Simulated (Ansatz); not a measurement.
# F3Ge: the cost of one run

Program: Ansatz 0.2.0, Gaussian basis. Level of theory: UKS PBE0/def2-TZVP. These are calculated values, not measurements.

## 1. Starting geometry

4 atoms, charge 0, spin multiplicity 4.

Atoms are counted from 1 here; the program's logs count them from 0.

No contacts short enough for the rule that draws bonds.

Coordinates:

```xyz
4

Ge   -0.01602   -0.00005   -0.00004
F     2.16126    0.00724    0.00574
F    -1.05644    1.91961   -0.00615
F    -1.04358   -1.92664    0.00057
```

The start was built by rule and, where that kept it together, relaxed with GFN2-xTB. Sticks and bond lists go by distance. No spin-orbit coupling is included. 

## 2. Relaxation

File in.yaml:

```yaml
crystal:
  periodic: [false, false, false]
  atoms:
    - {symbol: Ge, position_ang: [-0.016018, -0.000054, -0.000043]}
    - {symbol: F, position_ang: [2.161257, 0.007236, 0.005737]}
    - {symbol: F, position_ang: [-1.056437, 1.919610, -0.006146]}
    - {symbol: F, position_ang: [-1.043577, -1.926642, 0.000572]}
basis:
  gaussian: {orbitals: def2-TZVP}
magnetization: {spin_polarized: true, initial_magnetization: 3}
hamiltonian: {xc: pbe0}
relax: {f_tol: 0.004, max_steps: 80}
```

The run is started by

```
$ ansatz run in.yaml --threads 1 --pin off --events-out ev --progress --plain --max-ram 2176MiB
```

Q: Estimate wall time and peak memory on 1 thread of Arm Neoverse N1, shared host.

About 12 min, with a peak of 0.54 GiB.
